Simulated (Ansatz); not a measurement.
# SnH4 (SMILES [SnH4]) at BCCD(T)/STO-3G

Aim: the energy change on altering one bond length of SnH4 at BCCD(T)/STO-3G, from 2 runs. 

The calculation is run with Ansatz 0.2.0.

32 further runs of the same task are left out: 3 that didn't finish, 29 set aside as unsound or not needed.

### Step 1. The system as given

The species is SnH4 (5 atoms), meant as a singlet with charge 0. SMILES: `[SnH4]`. Geometry: relaxed at PBE0-D4/def2-TZVP.

Bond lengths: Sn1–H2 1.704 Å, Sn1–H3 1.704 Å, Sn1–H4 1.704 Å, Sn1–H5 1.704 Å. Angles: H2–Sn1–H3 109.5°, H2–Sn1–H4 109.5°, H2–Sn1–H5 109.5°, H3–Sn1–H4 109.5°, H3–Sn1–H5 109.5°, H4–Sn1–H5 109.5°.

### Step 2. A single-point energy at BCCD(T)/STO-3G

File run.yaml:

```yaml
crystal:
  periodic: [false, false, false]
  atoms:
    - symbol: Sn
      position_ang: [0.000030, 0.000010, 0.000040]
    - symbol: H
      position_ang: [0.823920, -0.853480, 1.222940]
    - symbol: H
      position_ang: [-1.563610, 0.403420, 0.543140]
    - symbol: H
      position_ang: [-0.116810, -0.974610, -1.392490]
    - symbol: H
      position_ang: [0.856470, 1.424640, -0.373640]
basis:
  gaussian: {orbitals: STO-3G}
scf: {omitted_lower_state_checks: [cluster_reference, increment]}
accuracy: high
correlation: {method: bccd_t, frozen_orbitals: {H: 0, Sn: 18}}
```

Launch:

```bash
$ ansatz run run.yaml --threads 1 --pin off --max-ram 3480MiB --events-out events.jsonl --progress --plain --runs-dir runs
```

What it wrote (excerpt; [...] marks lines left out):

```text
Warning: RAYON_NUM_THREADS=1 ignored (pool sized by the plan → 1); use --threads N
Functional definition: HF
  name "HF"
[...]
543 factors; integrals over basis functions are off by at most 4.9e-9 eV
[...]
mean field -162332.55938440 eV, -5965.6115244161 hartree, gradient 9.9e-8 eV, S^2 0.000000; 0 other end points of the search recorded, 0 dependent functions left out
18 core orbitals not correlated: weight in the atoms' cores, before any rotation towards them, 1.000 or more for the frozen orbitals, at most 0.000 for the correlated occupied ones
reference -162332.55938440 eV, -5965.6115244161 hartree; 9, 9 occupied and 4, 4 virtual orbitals, 543 factors
second order -1.16467670 eV of doubles, -0.00000000 eV of singles
cycle   1  -1.55997596 eV  change   -4.0e-1 eV  update   5.6e-2
[...]
cycle  15  -1.79279587 eV  change   4.3e-10 eV  update  2.9e-10
perturbative correction -0.01035935 eV, -0.0003806990 hartree
Total energy: -162334.36253962 eV, -5965.6777891480 hartree
Checks for a lower state left out: cluster_reference, increment
```

It took 0.44 s on 1 thread of Arm Neoverse V2, shared host.

### Step 3. The distorted shape, same level

File in.yaml:

```yaml
crystal:
  periodic: [false, false, false]
  atoms:
    - {symbol: Sn, position_ang: [0.029243, 0.243691, 0.348209]}
    - {symbol: H, position_ang: [0.853133, -0.609799, 1.571109]}
    - {symbol: H, position_ang: [-1.534397, 0.647101, 0.891309]}
    - {symbol: H, position_ang: [-0.116810, -0.974610, -1.392490]}
    - {symbol: H, position_ang: [0.885683, 1.668321, -0.025471]}
basis:
  gaussian:
    orbitals: STO-3G
correlation:
  method: bccd_t
  frozen_orbitals: {H: 0, Sn: 18}
scf:
  omitted_lower_state_checks: [cluster_reference, increment]
accuracy: high
```

Launch:

```bash
$ ansatz run in.yaml --threads 1 --pin off --max-ram 3480MiB --events-out events.jsonl --progress --plain --runs-dir runs
```

What it wrote (excerpt; [...] marks lines left out):

```text
Warning: RAYON_NUM_THREADS=1 ignored (pool sized by the plan → 1); use --threads N
[... 2 set-up lines as earlier in the session ...]
[...]
543 factors; integrals over basis functions are off by at most 4.9e-9 eV
[...]
mean field -162331.00540794 eV, -5965.5544168343 hartree, gradient 1.6e-8 eV, S^2 0.000000; 0 other end points of the search recorded, 0 dependent functions left out
18 core orbitals not correlated: weight in the atoms' cores, before any rotation towards them, 1.000 or more for the frozen orbitals, at most 0.000 for the correlated occupied ones
reference -162331.00540794 eV, -5965.5544168343 hartree; 9, 9 occupied and 4, 4 virtual orbitals, 543 factors
second order -1.35391752 eV of doubles, -0.00000000 eV of singles
cycle   1  -1.84779811 eV  change   -4.9e-1 eV  update   7.0e-2
[...]
cycle  18  -2.16876709 eV  change  -5.6e-10 eV  update  3.0e-10
perturbative correction -0.01514404 eV, -0.0005565333 hartree
Total energy: -162333.18931907 eV, -5965.6346740881 hartree
Checks for a lower state left out: cluster_reference, increment
```

It took 0.54 s on 1 thread of Arm Neoverse V2, shared host.

### Step 4. Summary of results

Level: BCCD(T)/STO-3G, 18 core orbitals frozen.

| quantity | value |
| --- | --- |
| first shape: total energy | -5965.67779 Eh |
| first shape: correlation energy (18 core orbitals frozen) | -66.3 mEh |
| first shape: (T) correction | -0.38 mEh |
| distorted shape: total energy | -5965.63467 Eh |
| distorted shape: correlation energy (18 core orbitals frozen) | -80.3 mEh |
| distorted shape: (T) correction | -0.56 mEh |
| energy change with the Sn1–H4 bond stretched from 1.704 to 2.130 Å | 1.173 eV |

With the Sn1–H4 bond stretched from 1.704 to 2.130 Å the energy rises by 1.17 eV (113 kJ/mol). The first shape isn't relaxed at this level, so the change isn't measured from a minimum. The minimal basis adds a large error of its own. The triples (first shape) make up 0.6 % of the correlation energy. Relativity is left out (first shape) although the molecule holds a heavy atom. The triples (distorted shape) make up 0.7 % of the correlation energy. Relativity is left out (distorted shape) although the molecule holds a heavy atom.
